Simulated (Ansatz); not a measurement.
I need a check of forces and pressure against finite differences of LiY3 (distorted cell). Use the Ansatz DFT code, driven from Python. Level of theory (first run): PBE, PAW, cutoff 540 eV, 3×3×3 k-points, Fermi-Dirac smearing of 0.05 eV.

```cif
data_structure
_symmetry_space_group_name_H-M 'P 1'
_symmetry_Int_Tables_number 1
_cell_length_a 4.9197
_cell_length_b 4.9197
_cell_length_c 4.9197
_cell_angle_alpha 90.000
_cell_angle_beta 90.000
_cell_angle_gamma 90.000
_cell_volume 119.07
loop_
_atom_site_label
_atom_site_type_symbol
_atom_site_fract_x
_atom_site_fract_y
_atom_site_fract_z
_atom_site_occupancy
Li1 Li 0.04412 0.98083 0.99949 1
Y1 Y 0.48003 0.52380 0.96263 1
Y2 Y 0.46997 0.99668 0.50348 1
Y3 Y 0.98856 0.54163 0.49286 1
```

`fdcheck_liy3.py`:
```python
"""Do the forces of LiY3 match the slope of the free energy with displaced atoms."""

import ansatz as az
import numpy as np

SETTINGS = {
    "filling": "Fermi-Dirac",
    "width_ev": 0.05,
    "cutoff": 540,
    "kmesh": (3, 3, 3),
    "tolerance": 1e-09,
}

vectors0 = np.array([
    [4.91971, 0.0, 0.0],
    [0.0, 4.91971, 0.0],
    [0.0, 0.0, 4.91971],
])
sites = [
    ("Li", (0.04412, 0.98083, 0.99949)),
    ("Y", (0.48003, 0.5238, 0.96263)),
    ("Y", (0.46997, 0.99668, 0.50348)),
    ("Y", (0.98856, 0.54163, 0.49286)),
]


def build(cell):
    crystal = az.Crystal(lattice=az.Lattice.of(cell))
    for symbol, position in sites:
        crystal = crystal.atom(symbol, position)
    return crystal


def main() -> None:
    def solve(crystal):
        return (
            crystal.calculation()
            .occupations(SETTINGS["filling"], width=SETTINGS["width_ev"])
            .basis(SETTINGS["cutoff"], xc_grid=2)
            .kpoints(*SETTINGS["kmesh"])
            .scf(tolerance=SETTINGS["tolerance"])
            .forces()
            .stress()
            .run(threads=1)
        ).report


    centre = solve(build(vectors0))
    start = build(vectors0)
    # move one atom both ways along a Cartesian axis
    print(f"force on atom 1 along x: analytic {centre['forces_ev_ang'][1][0]:.4f} eV/A")
    for h in (0.005, 0.02):
        shift = np.eye(3)[0] * h @ np.linalg.inv(vectors0)
        plus, minus = (solve(start.move(1, to=np.array(sites[1][1]) + sign * shift))["lagrangian_ev"] for sign in (1, -1))
        print(f"  step {h} A: numerical {-(plus - minus) / (2 * h):.4f} eV/A")
    # P = -dF/dV; the difference feels the change of the plane-wave count with the cell
    volume = abs(np.linalg.det(vectors0))
    larger, smaller = (solve(build(vectors0 * (1 + sign * 0.005) ** (1 / 3)))["lagrangian_ev"] for sign in (1, -1))
    numerical = -(larger - smaller) / (0.01 * volume) * 160.21766
    print(f"pressure: analytic {np.trace(centre['stress_gpa']) / 3:.3f}, numerical {numerical:.3f} GPa")


if __name__ == "__main__":
    main()
```

```console
$ python fdcheck_liy3.py
DeckWarning: output.stress: scf.convergence.dr2_threshold = 1e-9 eV is looser than the 4e-10 eV advised for a printed stress (1e-10 eV for each atom of the cell: 4). What an SCF threshold leaves in a stress goes as its square root, and in the free energy as the threshold itself, and one threshold admits the most on a [...]
force on atom 1 along x: analytic 0.3189 eV/A
  step 0.005 A: numerical 0.3189 eV/A
  step 0.02 A: numerical 0.3190 eV/A
pressure: analytic 1.032, numerical 1.032 GPa
```
(Warnings from the package without file and line, shortened.)

Caveats:
- For a metal this k-point mesh is coarse: on a finer one energies can move by several to tens of meV an atom and pressures by half a GPa or more, differences at one mesh by less.
- Pressure is positive in compression.
- No functional is typed, so the default, PBE, holds.
- The cell is a database structure, distorted on purpose.
- The central difference errs as the square of the step, so the shorter step is the fairer test; what remains comes from the finite grid and the SCF threshold.
- Run time: 32 s on 1 thread of Arm Neoverse V2 (shared host), peak memory 0.42 GiB.
